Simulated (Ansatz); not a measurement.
# W: the cost of one run

Computed with Ansatz 0.2.0 (DFT, LDA, PAW with Ansatz's default frozen-core files, scalar-relativistic, unless a step's input says otherwise).

This is W in the fcc structure; at room conditions it is bcc.

## (1) The system as given

It takes space group Fm-3m (No. 225, cubic). Conventional cell: a = 4.060 Å, b = 4.060 Å, c = 4.060 Å, α = 90.00°, β = 90.00°, γ = 90.00°. W (site symmetry m-3m) has 12 W at 2.87 Å as nearest neighbours.

Coordinates:

```
W
1.0
     0.00000    2.03000    2.03000
     2.03000    0.00000    2.03000
     2.03000    2.03000    0.00000
W
1
Direct
  0.00000 0.00000 0.00000
```

## (2) Free moments from the typed start, PAW

input.yaml

```yaml
crystal:
  lattice:
    - [0.0, 2.03, 2.03]
    - [2.03, 0.0, 2.03]
    - [2.03, 2.03, 0.0]
  atoms:
    - { symbol: W, position: [0.0, 0.0, 0.0], spin: 1.0 }
magnetization:
  spin_polarized: true
kpoints:
  mp_grid: { grid: [12, 12, 12] }
scf:
  occupations: { method: fermi_dirac, width: 0.08 }
  lower_state_search: "off"
hamiltonian:
  xc: lda
  pseudopotentials: { kind: paw }
output:
  forces: true
  stress: true
  eigenvalues: true
  populations: true
  dos: { projected: true, de: 0.1, e_range: [-8, 5] }
  write_density: true
  write_potential: true
  elf: true
  volumetric_format: npy
```

On the command line:

```sh
ansatz run input.yaml --threads 1 --pin off --max-ram 3072MiB --backend cpu --events-out ev --progress --plain --runs-dir out
```

Q: Estimate wall time and peak memory on 1 thread of Arm Neoverse V2, shared host.

About 3.5 s, with a peak of 0.26 GiB.
